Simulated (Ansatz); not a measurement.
This script drives Ansatz 0.2.0, Python API.

`ch7clsi2_energy.py`
```python
'''Electronic structure of the CH7ClSi2 molecule.'''

from pathlib import Path
import json
import logging
import sys

import ansatz as az
import numpy as np
import pandas as pd

logging.basicConfig(stream=sys.stdout, format='%(name)s: %(message)s')
logger = logging.getLogger('calc')
logger.setLevel(logging.INFO)

GEOMETRY = '''
C    -0.20350    1.59410    0.24670
Si   -0.31570    0.13660   -0.84360
Si    0.50570   -1.66610    0.28750
Cl   -0.43850   -1.98220    2.02770
H     0.77460    1.86300    0.52540
H    -0.85210    1.52190    1.13930
H    -0.61580    2.51660   -0.28940
H     0.52160    0.40220   -2.08450
H    -1.71220   -0.10000   -1.22410
H     0.45800   -2.91420   -0.48100
H     1.94320   -1.42900    0.71650
'''

molecule = az.Crystal.molecule()
for line in GEOMETRY.strip().splitlines():
    symbol, *xyz = line.split()
    molecule = molecule.atom(symbol, [float(v) for v in xyz])

calculation = molecule.calculation()
calculation = calculation.basis(gaussian='def2-SVP').correlation('CCSD(T)')
calculation = calculation.forces()
calculation = calculation.orbitals()
done = calculation.run(threads=1, backend='cpu', runs_dir='ch7clsi2_runs')
rep = done.report

logger.info(f'E = {rep["free_energy_ev"]:.6f} eV = {rep["free_energy_ev"] / 27.211386246:.7f} Ha')
print('converged:', rep['converged'], ' doubts:', rep['published_state_doubts'] or 'none')

parts = rep['correlation']
for name in ('random_phase', 'coupled_cluster', 'perturbative'):
    if name in parts:
        logger.info(f'{name:16s} {parts[name]["energy"]["hartree"]:12.7f} Ha')
if 'second_order' in parts:
    pair = parts['second_order']
    logger.info(f'MP2 same spin {pair["same_spin"]["hartree"]:.7f} Ha, opposite spin {pair["opposite_spin"]["hartree"]:.7f} Ha')

symbols = [site.symbol for site in molecule.cartesian_sites]
logger.info('forces (eV/A)')
for symbol, f in zip(symbols, rep['forces_ev_ang']):
    logger.info(f'  {symbol:2s} {f[0]:9.4f} {f[1]:9.4f} {f[2]:9.4f}')

charges = rep['charge_distribution']
table = pd.DataFrame({'atom': symbols, 'mulliken': charges['mulliken_charges_e'], 'lowdin': charges['lowdin_charges_e']})
print(table.round(3).to_string())
print('dipole (e A):', np.round(charges['dipole_moment_e_ang'], 4) + 0.0)

lines = Path(rep['orbitals_path']).read_text().splitlines()
field_of = lambda key: [line.split('=')[1].strip() for line in lines if line.startswith(key)]
orbitals = [(27.211386 * float(e), s, float(n)) for e, s, n in zip(field_of('Ene='), field_of('Spin='), field_of('Occup='))]
homo = max(e for e, _, n in orbitals if n > 0.5)
lumo = min(e for e, _, n in orbitals if n < 0.5)
for e, spin, n in sorted(orbitals):
    if homo - 15 < e < lumo + 5:
        logger.info(f'{spin:6s} {e:10.3f} eV  occupation {n:.0f}')
with open('ch7clsi2.json', 'w') as handle:
    json.dump({k: rep[k] for k in ('free_energy_ev', 'reference_energy_ev', 'n_occupied', 'n_virtual')}, handle, indent=1)
```

It is started by `python ch7clsi2_energy.py`. Estimate its wall time and peak memory on 1 thread of Arm Neoverse V1 (shared host).

It took about 49 s, with a peak of 0.65 GiB, for 1 run of the engine.

Running `python ch7clsi2_energy.py` prints:
```text
calc: E = -29376.117767 eV = -1079.5524161 Ha
converged: True  doubts: none
calc: coupled_cluster    -0.5454043 Ha
calc: perturbative       -0.0135913 Ha
calc: MP2 same spin -0.1009842 Ha, opposite spin -0.3785622 Ha
calc: forces (eV/A)
calc:   C    -2.5375    2.1563   -0.2571
calc:   Si    0.3391   -0.0980   -1.2410
calc:   Si    1.8549   -0.3133   -0.5141
calc:   Cl   -1.1132   -0.1618    1.4860
calc:   H     1.8499    0.2518    0.6600
calc:   H     0.2587   -0.2542    0.0644
calc:   H     0.4097   -0.9516    0.3387
calc:   H    -0.3136   -0.2379    0.3489
calc:   H    -0.3718   -0.1004   -0.1883
calc:   H     0.0181   -0.2864   -0.2695
calc:   H    -0.3942   -0.0044   -0.4279
   atom  mulliken  lowdin
0     C    -0.327  -0.115
1    Si     0.338   0.235
2    Si     0.477   0.106
3    Cl    -0.268   0.097
4     H     0.058  -0.004
5     H     0.067   0.018
6     H     0.066   0.028
7     H    -0.097  -0.081
8     H    -0.095  -0.081
9     H    -0.108  -0.103
10    H    -0.111  -0.100
dipole (e A): [ 0.0167  0.2281 -0.1525]
calc: Alpha     -20.266 eV  occupation 2
calc: Alpha     -18.147 eV  occupation 2
calc: Alpha     -15.942 eV  occupation 2
calc: Alpha     -15.111 eV  occupation 2
calc: Alpha     -14.426 eV  occupation 2
calc: Alpha     -14.281 eV  occupation 2
calc: Alpha     -13.277 eV  occupation 2
calc: Alpha     -13.124 eV  occupation 2
calc: Alpha     -12.857 eV  occupation 2
calc: Alpha     -11.955 eV  occupation 2
calc: Alpha     -10.755 eV  occupation 2
calc: Alpha       3.275 eV  occupation 0
calc: Alpha       3.672 eV  occupation 0
calc: Alpha       5.261 eV  occupation 0
calc: Alpha       5.278 eV  occupation 0
calc: Alpha       5.591 eV  occupation 0
calc: Alpha       5.959 eV  occupation 0
calc: Alpha       6.116 eV  occupation 0
calc: Alpha       6.700 eV  occupation 0
calc: Alpha       7.101 eV  occupation 0
calc: Alpha       7.432 eV  occupation 0
```

File `ch7clsi2.json` afterwards:
```json
{
 "free_energy_ev": -29376.117767286563,
 "reference_energy_ev": -29360.906722006443,
 "n_occupied": [
  13,
  13
 ],
 "n_virtual": [
  74,
  74
 ]
}
```

Reading the output:
- Total energies depend on the basis set; only differences at equal settings carry meaning.
- The geometry is a force-field or estimated start, not a minimum of this method, and the basis set is short of its limit.
- The Löwdin charges here are taken after orthogonalising the functions within each atom; they differ from plain Löwdin charges, and their signs can be unphysical.
- Alpha marks a spatial orbital of a restricted run, filled by both spins.
- Levels such as HOMO and LUMO are orbital energies: in Hartree-Fock the gap is too wide and the LUMO hangs on the basis.
